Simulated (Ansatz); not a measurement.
# Ge3P2: the cost of one run

Computed with Ansatz 0.2.0 (DFT PBE, scalar-relativistic, plane waves, PAW, unless a step's input says otherwise).

1 further run of the same task is left out (it didn't finish).

## Step 1: The system as given

The structure is trigonal, space group P-3m1 (No. 164). The conventional cell has a = 3.992 Å, b = 3.992 Å, c = 6.211 Å, α = 90.00°, β = 90.00°, γ = 120.00°. Around Ge (site symmetry -3m) lie 6 P at 2.76 Å. Ge (site symmetry 3m) has 4 P at 2.40 to 2.48 Å as nearest neighbours. P (site symmetry 3m) is surrounded by 7 Ge at 2.40 to 2.76 Å.

Coordinates:

```cif
data_structure
_symmetry_space_group_name_H-M 'P-3m1'
_symmetry_Int_Tables_number 164
_cell_length_a 3.9924
_cell_length_b 3.9924
_cell_length_c 6.2115
_cell_angle_alpha 90.000
_cell_angle_beta 90.000
_cell_angle_gamma 120.000
_cell_volume 85.74
loop_
_atom_site_label
_atom_site_type_symbol
_atom_site_symmetry_multiplicity
_atom_site_Wyckoff_symbol
_atom_site_fract_x
_atom_site_fract_y
_atom_site_fract_z
_atom_site_occupancy
Ge1 Ge 1 a 0.00000 0.00000 0.00000 1
Ge2 Ge 2 d 0.33333 0.66667 0.64500 1
P1 P 2 d 0.33333 0.66667 0.24500 1
```

This is candidate A: anti-A-type sesquioxide type (P-3m1, No. 164).

(A quick probe on a coarse mesh, which set the mesh and smearing, is not shown.)

## Step 3: Rough relaxation on the coarse mesh (candidate A)

The input, input.yaml:

```yaml
crystal:
  lattice:
    - [3.9923809102, 0.0, 0.0]
    - [-1.9961904551, 3.4575032898, 0.0]
    - [0.0, 0.0, 6.2114961877]
  atoms:
    - { symbol: Ge, position: [0.0, 0.0, 0.0] }
    - { symbol: Ge, position: [0.3333333333, 0.6666666667, 0.645] }
    - { symbol: Ge, position: [0.6666666667, 0.3333333333, 0.355] }
    - { symbol: P, position: [0.3333333333, 0.6666666667, 0.245] }
    - { symbol: P, position: [0.6666666667, 0.3333333333, 0.755] }
basis:
  ecutwfc: 420
kpoints:
  mp_grid: { grid: [6, 6, 4] }
hamiltonian:
  xc: pbe
scf:
  occupations: { method: gaussian, width: 0.1 }
  lower_state_search: "off"
output:
  forces: true
  stress: true
  eigenvalues: true
relax:
  adjacent_minimum: "off"
  f_tol: 0.04
  max_steps: 70
  cell: { stress_tol: 0.4 }
```

Command:

```
ansatz run input.yaml --threads 1 --pin off --max-ram 2560MiB --backend cpu --events-out ev --progress --plain --runs-dir out
```

**Question.** How long does this run take on 1 thread of Arm Neoverse V2, shared host, and how much memory does it need?

About 45 s, with a peak of 0.38 GiB.
